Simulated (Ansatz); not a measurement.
# C2H6GeSe: a ladder of functionals and wavefunction methods

An exercise on one series of results from a longer session: the logs are not shown, and one member is left open.

The runs use Ansatz 0.2.0, Gaussian basis; functionals in def2-TZVPP, the program's frozen cores in correlated methods.

Levels to be run: PBE-D4, r2SCAN-D4, PBE0-D4, B3LYP-D4, ωB97X-V, ωB97M-V, B2PLYP; CCSD(T)/def2-TZVPP; MP2/def2-QZVPP; extrapolation to the limit.

### The geometry

All runs share one geometry, relaxed beforehand with PBE0-D4 in a triple-zeta def2 set.

SMILES `[SeH][CH]1[CH2][GeH2]1`, 10 atoms, charge 0, spin multiplicity 1.

Atoms are counted from 1 here; the program's logs count them from 0.

Bond lengths: Se1–C2 1.927 Å, Se1–H5 1.469 Å, C2–C3 1.527 Å, C2–Ge4 1.947 Å, C2–H6 1.085 Å, C3–Ge4 1.941 Å, C3–H7 1.085 Å, C3–H8 1.085 Å, Ge4–H9 1.520 Å, Ge4–H10 1.523 Å. Angles: C2–Se1–H5 96.8°, Se1–C2–C3 115.1°, Se1–C2–Ge4 121.9°, Se1–C2–H6 113.0°, C3–C2–Ge4 66.6°, C3–C2–H6 115.0°, Ge4–C2–H6 117.2°, C2–C3–Ge4 67.1°, C2–C3–H7 116.6°, C2–C3–H8 116.7°, Ge4–C3–H7 119.2°, Ge4–C3–H8 116.4°, H7–C3–H8 113.4°, C2–Ge4–C3 46.3°, C2–Ge4–H9 117.5°, C2–Ge4–H10 117.4°, C3–Ge4–H9 118.7°, C3–Ge4–H10 118.4° and more.

The first run:

File in.yaml:

```yaml
crystal:
  periodic: [false, false, false]
  atoms:
    - {symbol: Se, position_ang: [-1.785972, 0.509052, -1.265381]}
    - {symbol: C, position_ang: [-0.047845, 0.589939, -0.436693]}
    - {symbol: C, position_ang: [0.821449, -0.650284, -0.632569]}
    - {symbol: Ge, position_ang: [0.343783, -0.348331, 1.223919]}
    - {symbol: H, position_ang: [-2.519748, 1.208091, -0.201828]}
    - {symbol: H, position_ang: [0.457124, 1.535507, -0.602213]}
    - {symbol: H, position_ang: [1.844806, -0.481642, -0.950039]}
    - {symbol: H, position_ang: [0.354315, -1.500224, -1.118320]}
    - {symbol: H, position_ang: [-0.768001, -1.184155, 1.836834]}
    - {symbol: H, position_ang: [1.383389, 0.270846, 2.149193]}
basis:
  gaussian: {orbitals: def2-TZVPP}
hamiltonian: {xc: pbe, dispersion: d4}
output: {forces: true, orbitals: {seedname: orbitals}}
```

Launch:

```sh
> ansatz run in.yaml --threads 4 --pin off --events-out ev --progress --plain --max-ram 10444MiB
```

Steps of the session up to this table: PBE-D4 (GGA); r2SCAN-D4 (meta-GGA); PBE0-D4 (hybrid); B3LYP-D4 (hybrid); ωB97X-V (range-separated); ωB97M-V (range-separated); B2PLYP (double hybrid); CCSD(T) in def2-TZVPP; MP2 in def2-QZVPP.

One of the session's tables, all rows but one given; the rest of the session is left out.

| method | atomisation energy (kJ/mol) |
| --- | --- |
| PBE-D4 | 3295.9 |
| r2SCAN-D4 | 3253.9 |
| PBE0-D4 | 3249.0 |
| B3LYP-D4 | ? |
| ωB97X-V | 3251.4 |
| ωB97M-V | 3225.6 |
| B2PLYP | 3190.5 |
| HF/def2-TZVPP | 2278.3 |
| MP2/def2-TZVPP | 3207.0 |
| CCSD/def2-TZVPP | 3121.3 |
| CCSD(T)/def2-TZVPP | 3177.8 |
| MP2/CBS | 3285.8 |
| CCSD(T)/CBS | 3256.6 |

Estimate the missing values for B3LYP-D4.

**Answer.** atomisation energy (kJ/mol): 3219.3. In the column «atomisation energy (kJ/mol)» it lies between MP2/def2-TZVPP (3207.0) and ωB97M-V (3225.6).

Caveats from the session: Free atoms (1 Se, 2 C, 1 Ge, 6 H) were run apart at each level; the atomisation energy is their sum less the molecule, without zero-point or spin-orbit terms.
